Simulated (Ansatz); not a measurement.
LuAs:

```
Lu As
1.0
     0.00000    2.83819    2.83819
     2.83819    0.00000    2.83819
     2.83819    2.83819    0.00000
Lu As
1 1
Direct
  0.50000 0.50000 0.50000
  0.00000 0.00000 0.00000
```

The cell is a database's computed one.

* Program: Ansatz 0.2.0
* Task: relaxation of cell and atoms
* Functional: PBE
* Dispersion: D3(BJ)
* Potentials or basis: all-electron LAPW, scalar-relativistic
* Basis error allowed: 0.001 eV/atom
* k mesh: 8 × 8 × 8
* Occupations: fermi-dirac, width 0.05 eV
* Spin: no spin polarisation

At the start: volume 22.86 Å³/atom.

Task: How do energy, volume and symmetry change on relaxing?

Result: Over 4 steps the energy falls by 4.3 meV/atom and the volume is 22.25 Å³/atom (-2.7 %); space group Fm-3m (No. 225, to 0.05 Å).

Step by step:
| step | energy change (eV) | largest force (eV/Å) | volume (Å³) |
| --- | --- | --- | --- |
| 1 | 0.0000 | 0.0000 | 45.73 |
| 2 | -0.0086 | 0.0000 | 44.55 |
| 3 | -0.0086 | 0.0000 | 44.50 |
| 4 | -0.0086 | 0.0000 | 44.50 |

Final structure:
```yaml
crystal:
  lattice:
    - [0.00000, 2.81257, 2.81257]
    - [2.81257, 0.00000, 2.81257]
    - [2.81257, 2.81257, 0.00000]
  atoms:
    - { symbol: Lu, position: [0.50000, 0.50000, 0.50000] }
    - { symbol: As, position: [0.00000, 0.00000, 0.00000] }
```
